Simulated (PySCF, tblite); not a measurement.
**C₈H₁₃P: geometry, infrared bands and NMR shifts**

Aim: predict the infrared bands and NMR shifts of C₈H₁₃P (`C#CP(C=C)C(C)(C)C`).

The runs use tblite 0.8.0 and PySCF 2.14.0, with density-fitted response routines of our own; the level of theory stands in each step. All values are computed, except where a source is named. Atoms count from 0, in the outputs and in this text.

## (1) The molecule as given

22 atoms, charge 0, multiplicity 1; geometry from: force field or distance geometry start.

Bonds of the start (Å): C0–C1 1.21, C1–P2 1.83, P2–C3 1.82, C3–C4 1.32, P2–C5 1.89, C5–C6 1.53, C5–C7 1.51, C5–C8 1.51, C0–H9 1.06, C3–H10 1.11, C4–H11 1.09, C4–H12 1.09, C6–H13 1.12, C6–H14 1.10, C6–H15 1.08, C7–H16 1.13, C7–H17 1.11, C7–H18 1.12, C8–H19 1.10, C8–H20 1.13, C8–H21 1.11.

## (2) Geometry optimisation with GFN2-xTB

Job settings and geometry (Å):

```
{"job": {"kind": "relax", "xc": "GFN2-xTB", "basis": "xTB"}, "charge": 0, "multiplicity": 1}
C      1.677200     2.757200     1.052000
C      1.155900     1.672600     1.116100
P      0.413400     0.003300     1.215800
C      1.649500    -1.255000     0.752200
C      2.849000    -0.958900     0.276600
C     -0.956400    -0.131300    -0.077600
C     -0.633600     0.765200    -1.275400
C     -2.264100     0.380900     0.464800
C     -1.070400    -1.586600    -0.444700
H      2.121300     3.719900     0.978800
H      1.420200    -2.334800     0.889700
H      3.515900    -1.783800     0.033400
H      3.176400     0.064900     0.108700
H     -0.729100     1.805900    -0.861800
H     -1.436400     0.615900    -2.006900
H      0.356600     0.572900    -1.669000
H     -2.167100     1.433200     0.855700
H     -2.642800    -0.209600     1.321800
H     -3.017600     0.326100    -0.361900
H     -0.694000    -2.193700     0.392600
H     -2.170400    -1.832500    -0.558000
H     -0.564100    -1.812500    -1.406200
```

Launch:

```console
$ OMP_NUM_THREADS=1 python probes_run.py task.json out
```

This one command runs all jobs of the session in turn.

**Question.** This job is followed by: GFN2-xTB harmonic vibrations, gas phase; GIAO PBE0/pcSseg-1 NMR shielding, non-relativistic, gas phase. Predict these results of the whole session: strongest single infrared mode (GFN2-xTB); zero-point energy (GFN2-xTB); 13C shifts against TMS (PBE0/pcSseg-1, means over atoms taken as alike); 1H shifts against TMS (PBE0/pcSseg-1, means over atoms taken as alike); 31P shifts against H3PO4 (PBE0/pcSseg-1); surface potential, 1st and 99th percentile.

As calculated:

| quantity | value |
| --- | --- |
| strongest single infrared mode (GFN2-xTB) | 3009 cm⁻¹, 139 km/mol |
| zero-point energy (GFN2-xTB) | 113.6 kcal/mol |
| 13C shifts against TMS (PBE0/pcSseg-1, means over atoms taken as alike) | 140.9, 133.4, 107.9, 87.2, 36.3, 29.5 ppm |
| 1H shifts against TMS (PBE0/pcSseg-1, means over atoms taken as alike) | 6.44, 6.43, 6.26, 2.73, 1.29 ppm |
| 31P shifts against H3PO4 (PBE0/pcSseg-1) | -23.5 ppm |
| surface potential, 1st and 99th percentile | -0.91 V and 1.42 V |

Over 133 steps the energy fell by 0.866 eV; of the close pairs, C1–P2 changed most, 1.830 to 1.766 Å. All 60 modes are real, so the xTB geometry is a minimum. Unscaled tight-binding wavenumbers are off by several per cent, some by more. Its intensities can rank the bands wrongly. The most deshielded carbon is C3 (alkene CH), at 140.9 ppm: as expected for a trigonal carbon in a double bond. H10 (hydrogen on an alkene CH) lies farthest downfield among hydrogen, at 6.44 ppm; olefinic region. At PBE0/pcSseg-1: The widest tensor belongs to C1: span 297 ppm, with a paramagnetic part of -171 ppm.
